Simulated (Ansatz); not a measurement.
# ClF4HHf: the cost of one run

Program: Ansatz 0.2.0, Gaussian basis. Level of theory: PBE0-D4, def2-SVP first, then def2-TZVP. These are calculated values, not measurements.

143 further runs of the same task are left out: 143 set aside as unsound or not needed. Runs told in other sessions of the task aren't counted.

## (1) Where the work starts

The guess: 7 atoms, charge 0, spin multiplicity 1.

Atoms are counted from 1 here; the program's logs count them from 0.

Bond lengths: Hf1–F3 1.837 Å, Hf1–F4 1.841 Å, Hf1–F5 1.837 Å, Hf1–Cl7 3.033 Å. Angles: F3–Hf1–F4 104.0°, F3–Hf1–F5 113.4°, F3–Hf1–Cl7 117.7°, F4–Hf1–F5 104.3°, F4–Hf1–Cl7 96.3°, F5–Hf1–Cl7 117.2°.

Coordinates:

```xyz
7
charge 0, multiplicity 1
Hf   -0.7286   -0.3731    0.0829
F     1.7790   -0.1572    0.4531
F    -0.4497   -2.0270   -0.6669
F    -2.3645    0.1475   -0.5819
F    -0.9747   -0.4277    1.9027
H     1.8920    0.8717   -0.1546
Cl    0.8465    1.9658   -1.0353
```

Distances that are to change: Hf1–Cl7 3.03 Å, F2–H6 1.20 Å, Hf1–F2 2.54 Å, H6–Cl7 1.75 Å.

## (2) Constrained relaxation of the guess

Input file hold/in.yaml:

```yaml
crystal:
  periodic: [false, false, false]
  atoms:
    - {symbol: Hf, position_ang: [-0.728600, -0.373100, 0.082900]}
    - {symbol: F, position_ang: [1.779000, -0.157200, 0.453100]}
    - {symbol: F, position_ang: [-0.449700, -2.027000, -0.666900]}
    - {symbol: F, position_ang: [-2.364500, 0.147500, -0.581900]}
    - {symbol: F, position_ang: [-0.974700, -0.427700, 1.902700]}
    - {symbol: H, position_ang: [1.892000, 0.871700, -0.154600]}
    - {symbol: Cl, position_ang: [0.846500, 1.965800, -1.035300]}
basis:
  gaussian: {orbitals: def2-SVP}
hamiltonian: {xc: pbe0, dispersion: d4}
relax: {f_tol: 0.04, max_steps: 150, escape_saddle: false, constraints: [{distance: [0, 6]}, {distance: [1, 5]}, {distance: [0, 1]}, {distance: [5, 6]}]}
```

Command:

```console
$ ansatz run in.yaml --threads 8 --pin off --events-out ev --progress --plain --max-ram 19148MiB
```

**Question.** How long does this run take on 8 threads of Arm Neoverse V1, shared host?

About 5.5 s.
